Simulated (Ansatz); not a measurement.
# Li3P4H8O12: the cost of one run

Program: Ansatz 0.2.0. Level of theory: DFT PBE, plane waves, PAW, scalar-relativistic, no spin polarisation. These are calculated values, not measurements.

## Step 1: Starting point

The cell holds 27 atoms (H8Li3O12P4): a = 11.288 Å, b = 5.186 Å, c = 5.313 Å, α = 90.00°, β = 90.00°, γ = 90.00°.

Its coordinates follow in the input file.

## Step 2: Run 1

200 steps of 0.5 fs under a Langevin thermostat and barostat at 500 K and 5 GPa.

Contents of input.yaml:

```yaml
accuracy: low
crystal:
  lattice:
    - [11.287594, 0.0, 0.0]
    - [0.0, 5.186439, 0.0]
    - [0.0, 0.0, 5.312738]
  atoms:
    - { symbol: Li, position: [0.420723, 0.981085, 0.261865] }
    - { symbol: Li, position: [0.920723, 0.518915, 0.261865] }
    - { symbol: Li, position: [0.579277, 0.018915, 0.761865] }
    - { symbol: H, position: [0.1606, 0.993204, 0.618672] }
    - { symbol: H, position: [0.8394, 0.006796, 0.118672] }
    - { symbol: H, position: [0.6606, 0.506796, 0.618672] }
    - { symbol: H, position: [0.3394, 0.493204, 0.118672] }
    - { symbol: H, position: [0.630305, 0.56544, 0.150063] }
    - { symbol: H, position: [0.869695, 0.06544, 0.650063] }
    - { symbol: H, position: [0.130305, 0.93456, 0.150063] }
    - { symbol: H, position: [0.369695, 0.43456, 0.650063] }
    - { symbol: P, position: [0.344605, 0.684892, 0.744944] }
    - { symbol: P, position: [0.655395, 0.315108, 0.244944] }
    - { symbol: P, position: [0.844605, 0.815108, 0.744944] }
    - { symbol: P, position: [0.155395, 0.184892, 0.244944] }
    - { symbol: O, position: [0.428207, 0.884076, 0.627405] }
    - { symbol: O, position: [0.928207, 0.615924, 0.627405] }
    - { symbol: O, position: [0.571793, 0.115924, 0.127405] }
    - { symbol: O, position: [0.071793, 0.384076, 0.127405] }
    - { symbol: O, position: [0.123799, 0.162376, 0.541789] }
    - { symbol: O, position: [0.21093, 0.734207, 0.705863] }
    - { symbol: O, position: [0.623799, 0.337624, 0.541789] }
    - { symbol: O, position: [0.876201, 0.837624, 0.041789] }
    - { symbol: O, position: [0.71093, 0.765793, 0.705863] }
    - { symbol: O, position: [0.28907, 0.234207, 0.205863] }
    - { symbol: O, position: [0.376201, 0.662376, 0.041789] }
    - { symbol: O, position: [0.78907, 0.265793, 0.205863] }
basis:
  ecutwfc: 250.0
kpoints:
  mp_grid: { grid: [1, 2, 2] }
hamiltonian:
  xc: pbe
scf:
  occupations: { method: fermi_dirac, width: 0.05 }
  lower_state_search: "off"
  max_iter: 96
md:
  timestep: 0.5
  n_steps: 200
  ensemble: npt_langevin
  temperature: 500.0
  initial_velocities: maxwell_boltzmann
  seed: 376021
  friction: 0.05
  pressure: 5.0
  fix_cell: [shape]
```

Launch:

```bash
> ansatz run input.yaml --threads 1 --pin off --max-ram 3072MiB --backend cpu --events-out ev --progress --plain --runs-dir out
```

What time and memory should one allow on 1 thread of Intel Xeon Platinum 8488C (Sapphire Rapids), shared host?

About 5.6 min, with a peak of 0.52 GiB.
